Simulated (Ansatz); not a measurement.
# CH9AlBNSi: two geometries relaxed, part 2 of 2

Aim: relax the geometries before and after the inversion of the pyramid at N5, and see whether they are two minima and how far apart in energy. SMILES of the start: B[CH]([SiH3])[AlH][NH2].

Ansatz 0.2.0; RKS B3LYP-D4/def2-SVP. The steps go on from the part before.

### Step 4. Relaxing end B

The second end starts from a geometry with the move made by hand.

The input, input.yaml:

```yaml
crystal:
  periodic: [false, false, false]
  atoms:
    - { symbol: B, position_ang: [-0.9968, -0.0299, 1.3089] }
    - { symbol: C, position_ang: [-0.3109, -0.6122, 0.0372] }
    - { symbol: Si, position_ang: [1.0495, -1.7199, 0.5924] }
    - { symbol: Al, position_ang: [0.5013, 0.8623, -1.1038] }
    - { symbol: "N", position_ang: [-0.7457, 2.1576, -1.8552] }
    - { symbol: H, position_ang: [-0.4516, 0.7022, 2.0666] }
    - { symbol: H, position_ang: [-2.171, -0.1803, 1.4678] }
    - { symbol: H, position_ang: [-0.9916, -1.1862, -0.5648] }
    - { symbol: H, position_ang: [0.5395, -2.7877, 1.4791] }
    - { symbol: H, position_ang: [2.0536, -0.9416, 1.4159] }
    - { symbol: H, position_ang: [1.7462, -2.301, -0.5439] }
    - { symbol: H, position_ang: [2.0155, 0.9406, -1.3674] }
    - { symbol: H, position_ang: [-1.4327, 1.67533, -2.54375] }
    - { symbol: H, position_ang: [-0.16254, 2.78515, -2.49353] }
basis:
  gaussian: { orbitals: def2-SVP }
hamiltonian:
  xc: b3lyp
  dispersion: d4
relax:
  f_tol: 0.015
  max_steps: 40
```

Started as:

```sh
$ ansatz run input.yaml --threads 2 --pin off --max-ram 3072MiB --backend cpu --events-out ev --progress --plain --runs-dir out
```

The program printed:

```text
Warning: RAYON_NUM_THREADS=2 ignored (pool sized by the plan → 2); use --threads N
The last accepted step is kept in <dir> (removed where the run ends without a failure and the disk answers)
Engine: ansatz 0.2.0, aarch64-unknown-linux-gnu
Functional definition: B3LYP
  parameter a0 = 0.2
  parameter ax = 0.72
  parameter ac = 0.81
  exchange = (1 - a0 - ax)*slater_x + ax*b88_x + a0*exact_x
  correlation = (1 - ac)*vwn_rpa_c + ac*lyp_c
1320 factors; integrals over basis functions are off by at most 3.9e-4 eV
mean field evaluation 1: about -17806.5826 eV, gradient 7.2e1 eV
mean field evaluation 2: about -17769.5727 eV, gradient 1.3e2 eV
mean field evaluation 4: about -17818.4757 eV, gradient 1.2e1 eV
mean field evaluation 8: about -17818.8326 eV, gradient 4.5e-1 eV
mean field evaluation 16: about -17818.8332 eV, gradient 2.1e-5 eV
mean field -17818.83323808 eV, -654.8300434603 hartree, gradient 2.1e-5 eV, S^2 0.000000; 0 other end points of the search recorded, 0 dependent functions left out
the calculation of the forces begins
reference -17818.83355971 eV, -654.8300552800 hartree; 27, 27 occupied and 96, 96 virtual orbitals, 1320 factors
relax step   1: F+E_penalty+E_count = -17819.32871116 eV  Δ(F+E_penalty+E_count) = +0.000e0 eV  max|allowed force component| = 2.492e0 eV/Å  Δτ_max = 0.0000 Å  (27 SCF iters, accepted)
these checks for a lower state are left out or cut short: starts, cluster_reference, orbital_swaps, neighbouring_geometries, increment
1320 factors; integrals over basis functions are off by at most 4.1e-4 eV
mean field -17819.18950381 eV, -654.8431359847 hartree, gradient 1.9e-5 eV, S^2 0.000000; 0 other end points of the search recorded, 0 dependent functions left out
the calculation of the forces begins
reference -17819.18982584 eV, -654.8431478190 hartree; 27, 27 occupied and 96, 96 virtual orbitals, 1320 factors
relax step   2: F+E_penalty+E_count = -17819.68900032 eV  Δ(F+E_penalty+E_count) = -3.603e-1 eV  max|allowed force component| = 1.368e0 eV/Å  Δτ_max = 0.1964 Å  (28 SCF iters, accepted)
these checks for a lower state are left out or cut short: starts, cluster_reference, orbital_swaps, neighbouring_geometries, increment
1320 factors; integrals over basis functions are off by at most 4.1e-4 eV
mean field -17819.41087122 eV, -654.8512710869 hartree, gradient 8.2e-6 eV, S^2 0.000000; 0 other end points of the search recorded, 0 dependent functions left out
the calculation of the forces begins
reference -17819.41119222 eV, -654.8512828834 hartree; 27, 27 occupied and 96, 96 virtual orbitals, 1320 factors
relax step   3: F+E_penalty+E_count = -17819.91357097 eV  Δ(F+E_penalty+E_count) = -2.246e-1 eV  max|allowed force component| = 1.551e0 eV/Å  Δτ_max = 0.1907 Å  (28 SCF iters, accepted)
these checks for a lower state are left out or cut short: starts, cluster_reference, orbital_swaps, neighbouring_geometries, increment
1320 factors; integrals over basis functions are off by at most 3.9e-4 eV
mean field evaluation 32: about -17819.3485 eV, gradient 9.0e0 eV
mean field -17819.60424239 eV, -654.8583773463 hartree, gradient 1.3e-5 eV, S^2 0.000000; 0 other end points of the search recorded, 0 dependent functions left out
the calculation of the forces begins
reference -17819.60456325 eV, -654.8583891377 hartree; 27, 27 occupied and 96, 96 virtual orbitals, 1320 factors
relax step   4: F+E_penalty+E_count = -17820.10790402 eV  Δ(F+E_penalty+E_count) = -1.943e-1 eV  max|allowed force component| = 4.584e-1 eV/Å  Δτ_max = 0.2000 Å  (28 SCF iters, accepted)
these checks for a lower state are left out or cut short: starts, cluster_reference, orbital_swaps, neighbouring_geometries, increment
1320 factors; integrals over basis functions are off by at most 4.0e-4 eV
mean field -17819.65180061 eV, -654.8601250784 hartree, gradient 2.4e-5 eV, S^2 0.000000; 0 other end points of the search recorded, 0 dependent functions left out
the calculation of the forces begins
reference -17819.65212104 eV, -654.8601368542 hartree; 27, 27 occupied and 96, 96 virtual orbitals, 1320 factors
relax step   5: F+E_penalty+E_count = -17820.15697464 eV  Δ(F+E_penalty+E_count) = -4.907e-2 eV  max|allowed force component| = 6.674e-1 eV/Å  Δτ_max = 0.1910 Å  (27 SCF iters, accepted)
these checks for a lower state are left out or cut short: starts, cluster_reference, orbital_swaps, neighbouring_geometries, increment
1320 factors; integrals over basis functions are off by at most 4.0e-4 eV
mean field -17819.66236635 eV, -654.8605133623 hartree, gradient 2.3e-5 eV, S^2 0.000000; 0 other end points of the search recorded, 0 dependent functions left out
the calculation of the forces begins
reference -17819.66268559 eV, -654.8605250941 hartree; 27, 27 occupied and 96, 96 virtual orbitals, 1320 factors
relax step   6: F+E_penalty+E_count = -17820.17237337 eV  Δ(F+E_penalty+E_count) = -1.540e-2 eV  max|allowed force component| = 2.668e-1 eV/Å  Δτ_max = 0.2000 Å  (28 SCF iters, accepted)
these checks for a lower state are left out or cut short: starts, cluster_reference, orbital_swaps, neighbouring_geometries, increment
1320 factors; integrals over basis functions are off by at most 3.5e-4 eV
mean field -17819.66563486 eV, -654.8606334778 hartree, gradient 2.0e-5 eV, S^2 0.000000; 0 other end points of the search recorded, 0 dependent functions left out
the calculation of the forces begins
reference -17819.66595361 eV, -654.8606451918 hartree; 27, 27 occupied and 96, 96 virtual orbitals, 1320 factors
relax step   7: F+E_penalty+E_count = -17820.17408880 eV  Δ(F+E_penalty+E_count) = -1.715e-3 eV  max|allowed force component| = 2.622e-1 eV/Å  Δτ_max = 0.2000 Å  (28 SCF iters, accepted)
these checks for a lower state are left out or cut short: starts, cluster_reference, orbital_swaps, neighbouring_geometries, increment
1320 factors; integrals over basis functions are off by at most 3.8e-4 eV
mean field evaluation 64: about -17819.6792 eV, gradient 1.3e-4 eV
mean field -17819.67917854 eV, -654.8611311989 hartree, gradient 1.4e-5 eV, S^2 0.000000; 0 other end points of the search recorded, 0 dependent functions left out
the calculation of the forces begins
reference -17819.67949818 eV, -654.8611429457 hartree; 27, 27 occupied and 96, 96 virtual orbitals, 1320 factors
relax step   8: F+E_penalty+E_count = -17820.18649825 eV  Δ(F+E_penalty+E_count) = -1.241e-2 eV  max|allowed force component| = 7.418e-2 eV/Å  Δτ_max = 0.1411 Å  (28 SCF iters, accepted)
these checks for a lower state are left out or cut short: starts, cluster_reference, orbital_swaps, neighbouring_geometries, increment
1320 factors; integrals over basis functions are off by at most 3.8e-4 eV
mean field -17819.68069165 eV, -654.8611868048 hartree, gradient 7.1e-6 eV, S^2 0.000000; 0 other end points of the search recorded, 0 dependent functions left out
the calculation of the forces begins
reference -17819.68101144 eV, -654.8611985568 hartree; 27, 27 occupied and 96, 96 virtual orbitals, 1320 factors
relax step   9: F+E_penalty+E_count = -17820.18768611 eV  Δ(F+E_penalty+E_count) = -1.188e-3 eV  max|allowed force component| = 3.244e-2 eV/Å  Δτ_max = 0.0331 Å  (29 SCF iters, accepted)
these checks for a lower state are left out or cut short: starts, cluster_reference, orbital_swaps, neighbouring_geometries, increment
1320 factors; integrals over basis functions are off by at most 3.7e-4 eV
mean field -17819.68141054 eV, -654.8612132234 hartree, gradient 7.1e-6 eV, S^2 0.000000; 0 other end points of the search recorded, 0 dependent functions left out
the calculation of the forces begins
reference -17819.68173042 eV, -654.8612249788 hartree; 27, 27 occupied and 96, 96 virtual orbitals, 1320 factors
relax step  10: F+E_penalty+E_count = -17820.18822808 eV  Δ(F+E_penalty+E_count) = -5.420e-4 eV  max|allowed force component| = 2.706e-2 eV/Å  Δτ_max = 0.0237 Å  (29 SCF iters, accepted)
these checks for a lower state are left out or cut short: starts, cluster_reference, orbital_swaps, neighbouring_geometries, increment
1320 factors; integrals over basis functions are off by at most 3.8e-4 eV
mean field -17819.68206100 eV, -654.8612371273 hartree, gradient 6.7e-6 eV, S^2 0.000000; 0 other end points of the search recorded, 0 dependent functions left out
the calculation of the forces begins
reference -17819.68238117 eV, -654.8612488934 hartree; 27, 27 occupied and 96, 96 virtual orbitals, 1320 factors
relax step  11: F+E_penalty+E_count = -17820.18850532 eV  Δ(F+E_penalty+E_count) = -2.772e-4 eV  max|allowed force component| = 5.309e-2 eV/Å  Δτ_max = 0.0436 Å  (28 SCF iters, accepted)
these checks for a lower state are left out or cut short: starts, cluster_reference, orbital_swaps, neighbouring_geometries, increment
1320 factors; integrals over basis functions are off by at most 3.8e-4 eV
mean field -17819.68285098 eV, -654.8612661587 hartree, gradient 7.1e-6 eV, S^2 0.000000; 0 other end points of the search recorded, 0 dependent functions left out
the calculation of the forces begins
reference -17819.68317136 eV, -654.8612779325 hartree; 27, 27 occupied and 96, 96 virtual orbitals, 1320 factors
relax step  12: F+E_penalty+E_count = -17820.18910035 eV  Δ(F+E_penalty+E_count) = -5.950e-4 eV  max|allowed force component| = 3.495e-2 eV/Å  Δτ_max = 0.0282 Å  (29 SCF iters, accepted)
these checks for a lower state are left out or cut short: starts, cluster_reference, orbital_swaps, neighbouring_geometries, increment
1320 factors; integrals over basis functions are off by at most 3.8e-4 eV
mean field evaluation 96: about -17819.6820 eV, gradient 5.6e-1 eV
mean field -17819.68323863 eV, -654.8612804045 hartree, gradient 1.0e-5 eV, S^2 0.000000; 0 other end points of the search recorded, 0 dependent functions left out
the calculation of the forces begins
reference -17819.68355918 eV, -654.8612921846 hartree; 27, 27 occupied and 96, 96 virtual orbitals, 1320 factors
relax step  13: F+E_penalty+E_count = -17820.18940862 eV  Δ(F+E_penalty+E_count) = -3.083e-4 eV  max|allowed force component| = 2.860e-2 eV/Å  Δτ_max = 0.0182 Å  (23 SCF iters, accepted)
these checks for a lower state are left out or cut short: starts, cluster_reference, orbital_swaps, neighbouring_geometries, increment
1320 factors; integrals over basis functions are off by at most 3.9e-4 eV
```

### Step 5. The output, continued: end point B relaxed

The log, continued:

```text
mean field -17819.68405572 eV, -654.8613104319 hartree, gradient 1.0e-5 eV, S^2 0.000000; 0 other end points of the search recorded, 0 dependent functions left out
the calculation of the forces begins
reference -17819.68437688 eV, -654.8613222345 hartree; 27, 27 occupied and 96, 96 virtual orbitals, 1320 factors
relax step  14: F+E_penalty+E_count = -17820.18986951 eV  Δ(F+E_penalty+E_count) = -4.609e-4 eV  max|allowed force component| = 2.690e-2 eV/Å  Δτ_max = 0.0474 Å  (27 SCF iters, accepted)
these checks for a lower state are left out or cut short: starts, cluster_reference, orbital_swaps, neighbouring_geometries, increment
1320 factors; integrals over basis functions are off by at most 4.0e-4 eV
mean field -17819.68496050 eV, -654.8613436822 hartree, gradient 6.7e-6 eV, S^2 0.000000; 0 other end points of the search recorded, 0 dependent functions left out
the calculation of the forces begins
reference -17819.68528264 eV, -654.8613555205 hartree; 27, 27 occupied and 96, 96 virtual orbitals, 1320 factors
relax step  15: F+E_penalty+E_count = -17820.19024990 eV  Δ(F+E_penalty+E_count) = -3.804e-4 eV  max|allowed force component| = 4.233e-2 eV/Å  Δτ_max = 0.0599 Å  (28 SCF iters, accepted)
these checks for a lower state are left out or cut short: starts, cluster_reference, orbital_swaps, neighbouring_geometries, increment
1320 factors; integrals over basis functions are off by at most 4.1e-4 eV
mean field -17819.68570593 eV, -654.8613710763 hartree, gradient 6.7e-6 eV, S^2 0.000000; 0 other end points of the search recorded, 0 dependent functions left out
the calculation of the forces begins
reference -17819.68602894 eV, -654.8613829467 hartree; 27, 27 occupied and 96, 96 virtual orbitals, 1320 factors
relax step  16: F+E_penalty+E_count = -17820.19056109 eV  Δ(F+E_penalty+E_count) = -3.112e-4 eV  max|allowed force component| = 4.839e-2 eV/Å  Δτ_max = 0.0504 Å  (29 SCF iters, accepted)
these checks for a lower state are left out or cut short: starts, cluster_reference, orbital_swaps, neighbouring_geometries, increment
1320 factors; integrals over basis functions are off by at most 4.1e-4 eV
mean field evaluation 128: about -17819.6862 eV, gradient 6.6e-6 eV
mean field -17819.68624078 eV, -654.8613907317 hartree, gradient 6.6e-6 eV, S^2 0.000000; 0 other end points of the search recorded, 0 dependent functions left out
the calculation of the forces begins
reference -17819.68656452 eV, -654.8614026287 hartree; 27, 27 occupied and 96, 96 virtual orbitals, 1320 factors
relax step  17: F+E_penalty+E_count = -17820.19083659 eV  Δ(F+E_penalty+E_count) = -2.755e-4 eV  max|allowed force component| = 6.067e-2 eV/Å  Δτ_max = 0.0454 Å  (28 SCF iters, accepted)
these checks for a lower state are left out or cut short: starts, cluster_reference, orbital_swaps, neighbouring_geometries, increment
1320 factors; integrals over basis functions are off by at most 4.2e-4 eV
mean field -17819.68541766 eV, -654.8613604825 hartree, gradient 7.2e-6 eV, S^2 0.000000; 0 other end points of the search recorded, 0 dependent functions left out
the calculation of the forces begins
reference -17819.68574272 eV, -654.8613724283 hartree; 27, 27 occupied and 96, 96 virtual orbitals, 1320 factors
relax step  18: F+E_penalty+E_count = -17820.18960300 eV  Δ(F+E_penalty+E_count) = +1.234e-3 eV  max|allowed force component| = 1.635e-1 eV/Å  Δτ_max = 0.0870 Å  (28 SCF iters, rejected (line search))
these checks for a lower state are left out or cut short: starts, cluster_reference, orbital_swaps, neighbouring_geometries, increment
1320 factors; integrals over basis functions are off by at most 4.2e-4 eV
mean field -17819.68662030 eV, -654.8614046787 hartree, gradient 6.7e-6 eV, S^2 0.000000; 0 other end points of the search recorded, 0 dependent functions left out
the calculation of the forces begins
reference -17819.68694453 eV, -654.8614165937 hartree; 27, 27 occupied and 96, 96 virtual orbitals, 1320 factors
relax step  19: F+E_penalty+E_count = -17820.19115905 eV  Δ(F+E_penalty+E_count) = -3.225e-4 eV  max|allowed force component| = 4.371e-2 eV/Å  Δτ_max = 0.0414 Å  (29 SCF iters, accepted)
these checks for a lower state are left out or cut short: starts, cluster_reference, orbital_swaps, neighbouring_geometries, increment
1320 factors; integrals over basis functions are off by at most 4.2e-4 eV
mean field -17819.68675636 eV, -654.8614096788 hartree, gradient 6.6e-6 eV, S^2 0.000000; 0 other end points of the search recorded, 0 dependent functions left out
the calculation of the forces begins
reference -17819.68708110 eV, -654.8614216127 hartree; 27, 27 occupied and 96, 96 virtual orbitals, 1320 factors
relax step  20: F+E_penalty+E_count = -17820.19133306 eV  Δ(F+E_penalty+E_count) = -1.740e-4 eV  max|allowed force component| = 2.303e-2 eV/Å  Δτ_max = 0.0415 Å  (29 SCF iters, accepted)
these checks for a lower state are left out or cut short: starts, cluster_reference, orbital_swaps, neighbouring_geometries, increment
1320 factors; integrals over basis functions are off by at most 4.2e-4 eV
mean field -17819.68679603 eV, -654.8614111365 hartree, gradient 1.6e-5 eV, S^2 0.000000; 0 other end points of the search recorded, 0 dependent functions left out
the calculation of the forces begins
reference -17819.68712095 eV, -654.8614230770 hartree; 27, 27 occupied and 96, 96 virtual orbitals, 1320 factors
relax step  21: F+E_penalty+E_count = -17820.19137782 eV  Δ(F+E_penalty+E_count) = -4.476e-5 eV  max|allowed force component| = 1.039e-2 eV/Å  Δτ_max = 0.0159 Å  (23 SCF iters, accepted)
1320 factors; integrals over basis functions are off by at most 4.2e-4 eV
mean field evaluation 160: about -17818.7239 eV, gradient 1.9e1 eV
mean field -17819.68679603 eV, -654.8614111365 hartree, gradient 1.6e-5 eV, S^2 0.000000; 1 other end points of the search recorded, 0 dependent functions left out
the calculation of the forces begins
reference -17819.68712095 eV, -654.8614230770 hartree; 27, 27 occupied and 96, 96 virtual orbitals, 1320 factors
Total energy: -17820.19170274 eV, -654.8799661158 hartree
Atom 0 at    -0.939968     0.150643     1.368087 Å, force     0.002171    -0.004207     0.006934 eV/Å
Atom 1 at    -0.369317    -0.553365     0.143958 Å, force     0.010059     0.008555    -0.010386 eV/Å
Atom 2 at     1.047183    -1.759023     0.466411 Å, force     0.003367    -0.002839    -0.000370 eV/Å
Atom 3 at     0.415636     0.965692    -0.865779 Å, force    -0.007478     0.008095     0.000210 eV/Å
Atom 4 at    -0.539773     1.638179    -2.197675 Å, force    -0.003443    -0.009288     0.002203 eV/Å
Atom 5 at    -0.206134     0.556590     2.244661 Å, force    -0.000695     0.001565    -0.001022 eV/Å
Atom 6 at    -2.123274     0.380523     1.472379 Å, force    -0.005678     0.002114     0.000077 eV/Å
Atom 7 at    -1.132554    -0.979233    -0.531079 Å, force    -0.004445    -0.000852     0.000166 eV/Å
Atom 8 at     0.540070    -3.019213     1.085830 Å, force     0.000677    -0.001595     0.001846 eV/Å
Atom 9 at     2.050786    -1.137900     1.376328 Å, force    -0.002421    -0.001563    -0.000906 eV/Å
Atom 10 at     1.740949    -2.139381    -0.805092 Å, force     0.000215     0.001295     0.000631 eV/Å
Atom 11 at     1.856722     1.536909    -0.579988 Å, force    -0.003408    -0.004079    -0.003402 eV/Å
Atom 12 at    -1.479346     1.352325    -2.459158 Å, force     0.010225     0.002941     0.003656 eV/Å
Atom 13 at    -0.218219     2.371632    -2.823364 Å, force     0.000855    -0.000142     0.000364 eV/Å
Dipole moment:    -0.183525     0.113734    -0.457100 e Å
```

Run time: 75 s. Hardware: 2 threads of Arm Neoverse V2, shared host; peak memory 0.29 GiB.

Step by step:

```tsv
step	energy from step 1 (eV)	largest force component (eV/Å)
1	0.0000	2.4921
2	-0.3603	1.3680
3	-0.5849	1.5515
4	-0.7792	0.4584
5	-0.8283	0.6674
6	-0.8437	0.2668
7	-0.8454	0.2622
8	-0.8578	0.0742
9	-0.8590	0.0324
10	-0.8595	0.0271
11	-0.8598	0.0531
12	-0.8604	0.0349
13	-0.8607	0.0286
14	-0.8612	0.0269
15	-0.8615	0.0423
16	-0.8619	0.0484
17	-0.8621	0.0607
18x	-0.8609	0.1635
19	-0.8624	0.0437
20	-0.8626	0.0230
21	-0.8627	0.0104
```

Step 1 is the start. 1 step was tried and not accepted (marked x).

After: Bond lengths: B1–C2 1.523 Å, C2–Si3 1.888 Å, C2–Al4 1.986 Å, Al4–N5 1.772 Å, B1–H6 1.213 Å, B1–H7 1.210 Å, C2–H8 1.104 Å, Si3–H9 1.493 Å, Si3–H10 1.490 Å, Si3–H11 1.498 Å, Al4–H12 1.576 Å, N5–H13 1.016 Å, N5–H14 1.016 Å. Angles (14 of 21 angles, heavy atoms first): B1–C2–Si3 116.0°, B1–C2–Al4 101.7°, Si3–C2–Al4 106.2°, C2–Al4–N5 117.4°, B1–C2–H8 114.2°, Si3–C2–H8 112.1°, Al4–C2–H8 104.9°, C2–B1–H6 120.6°, C2–B1–H7 121.6°, C2–Si3–H9 110.8°, C2–Si3–H10 110.1°, C2–Si3–H11 111.4°, C2–Al4–H12 123.1°, N5–Al4–H12 119.5°.

### Step 6. Outcome

The summary covers parts 1 to 2.

```
                           quantity                     value
                              end A  29 moves, 0.892 eV lower
                              end B  19 moves, 0.863 eV lower
largest difference between the ends                    0.01 Å
            end B relative to end A                 +0.000 eV
```

In words: Both starts fell into the same minimum (no atom differs by more than 0.01 Å), so from this start no second minimum was found and no band was run; another arrangement could still be one.
